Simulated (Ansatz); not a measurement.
# HPSe: the cost of one run

The runs use Ansatz 0.2.0, Gaussian basis; def2-QZVPP, all electrons in the functionals, frozen cores in the correlation of double hybrids and RPA.

The runs, in order: wB97M-V, B2PLYP, at charge 0, triplet; charge 0, singlet; charge 0, quintet; charge 1, doublet; charge 1, quartet.

10 further runs of the same task are left out: 10 set aside as unsound or not needed.

## Step 1: What is computed

The geometry is a PBE0/def2-TZVP stationary point (not a proven minimum). No spin-orbit coupling is included. The filled d shell of Se may be among the frozen orbitals whatever the setting's name suggests; the logs give the count.

3 atoms, charge 0, spin multiplicity 3.

Atoms are counted from 1 here; the program's logs count them from 0.

Bond lengths: P1–Se2 2.218 Å, Se2–H3 1.473 Å. Angles: P1–Se2–H3 95.0°.

Geometry (Å):

```xyz
3
charge 0, multiplicity 3
P     0.00000    0.02403    1.60015
Se    0.00000   -0.02776   -0.61772
H     0.00000    1.43638   -0.78107
```

No dispersion term is added; wB97M-V holds VV10 nonlocal correlation.

The geometry shown and the zero of energy belong to the point charge 0, triplet. The yardstick, RCCSD(T), and other wave-function levels (R restricted, U unrestricted, valence and pair active spaces) come from earlier runs.

## Step 2: wB97M-V, charge 0, triplet

File in.yaml:

```yaml
crystal:
  periodic: [false, false, false]
  atoms:
    - {symbol: P, position_ang: [0.000000, 0.024027, 1.600147]}
    - {symbol: Se, position_ang: [0.000000, -0.027761, -0.617722]}
    - {symbol: H, position_ang: [0.000000, 1.436377, -0.781072]}
basis:
  gaussian: {orbitals: "def2-QZVPP.json"}
magnetization: {spin_polarized: true, initial_magnetization: 2}
hamiltonian: {xc: {name: wB97M-V}}
output: {orbitals: {seedname: orbitals}}
```

On the command line:

```
ansatz run in.yaml --threads 1 --pin off --events-out ev --progress --plain --max-ram 2393MiB
```

What time and memory should one allow on 1 thread of Arm Neoverse V2, shared host?

About 22 s, with a peak of 0.58 GiB.
